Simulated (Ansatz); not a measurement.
# CH6Ge: the cost of one run

Computed with Ansatz 0.2.0 through its Python package. Level of theory: PBE0/6-31G*.

### 1 Starting point

Bond lengths: C1–Ge2 1.909 Å, C1–H3 1.198 Å, C1–H4 1.172 Å, C1–H5 1.090 Å, Ge2–H6 1.564 Å, Ge2–H7 1.579 Å, Ge2–H8 1.511 Å. Angles: C1–Ge2–H6 110.6°, C1–Ge2–H7 108.0°, C1–Ge2–H8 110.0°, H6–Ge2–H7 108.9°, H6–Ge2–H8 110.3°, H7–Ge2–H8 108.8°, Ge2–C1–H3 109.4°, Ge2–C1–H4 109.2°, Ge2–C1–H5 114.1°, H3–C1–H4 107.4°, H3–C1–H5 107.2°, H4–C1–H5 109.4°.

The script reads ch6ge.xyz:

```xyz
8

C    -0.28220    0.14860   -0.94550
Ge    0.27740   -0.18760    0.84830
H    -1.45200    0.40810   -0.95530
H     0.28750    1.08560   -1.35810
H    -0.13270   -0.69250   -1.62280
H     0.00660    1.05980    1.75190
H     1.82880   -0.48000    0.82960
H    -0.44120   -1.39920    1.39620
```

### 2 Script

bde.py

```python
"""X-H bond energies and deprotonation of CH6Ge without relaxation."""

import ansatz as az

SETTINGS = {
    "basis_set": "6-31G*",
    "functional": "pbe0",
}


def energy(molecule, charge=0, unpaired=0):
    calc = (
        molecule.calculation()
        .basis(gaussian=SETTINGS["basis_set"])
        .functional(SETTINGS["functional"])
    )
    if charge:
        calc = calc.charge(charge)
    if unpaired:
        calc = calc.spin("collinear", total=unpaired)
    report = calc.run(threads=1, backend="cpu").report
    if report["published_state_doubts"]:
        print("  doubts:", report["published_state_doubts"])
    return report["free_energy_ev"]

def without(molecule, index):
    rest = az.Crystal.molecule()
    for i, site in enumerate(molecule.cartesian_sites):
        if i != index:
            rest = rest.atom(site.symbol, site.position_ang)
    return rest

geometry = az.Crystal.molecule_from_extxyz("ch6ge.xyz")

whole = energy(geometry, 0)
hydrogen = energy(az.Crystal.molecule().atom("H", (0, 0, 0)), 0, 1)
print(f"E(molecule) = {whole:.5f} eV, E(H) = {hydrogen:.5f} eV")
for index in [4, 7]:
    radical = energy(without(geometry, index), 0, 1)
    print(f"H{index}: homolysis {23.060548 * (radical + hydrogen - whole):.1f} kcal/mol")
    anion = energy(without(geometry, index), -1)
    print(f"H{index}: loss of a proton {23.060548 * (anion - whole):.1f} kcal/mol")
```

### 3 The calls as engine input

The engine receives this input (first run):

```yaml
crystal:
  periodic: [false, false, false]
  atoms:
    - { symbol: C, position_ang: [-0.2822, 0.1486, -0.9455] }
    - { symbol: Ge, position_ang: [0.2774, -0.1876, 0.8483] }
    - { symbol: H, position_ang: [-1.452, 0.4081, -0.9553] }
    - { symbol: H, position_ang: [0.2875, 1.0856, -1.3581] }
    - { symbol: H, position_ang: [-0.1327, -0.6925, -1.6228] }
    - { symbol: H, position_ang: [0.0066, 1.0598, 1.7519] }
    - { symbol: H, position_ang: [1.8288, -0.48, 0.8296] }
    - { symbol: H, position_ang: [-0.4412, -1.3992, 1.3962] }
basis:
  gaussian:
    orbitals: "6-31G*"
hamiltonian:
  xc: pbe0
```

### 4 The run

Command:

```sh
$ python bde.py
```

Q: Estimate wall time and peak memory on 1 thread of Arm Neoverse V1, shared host.

About 11 s, with a peak of 0.2 GiB.
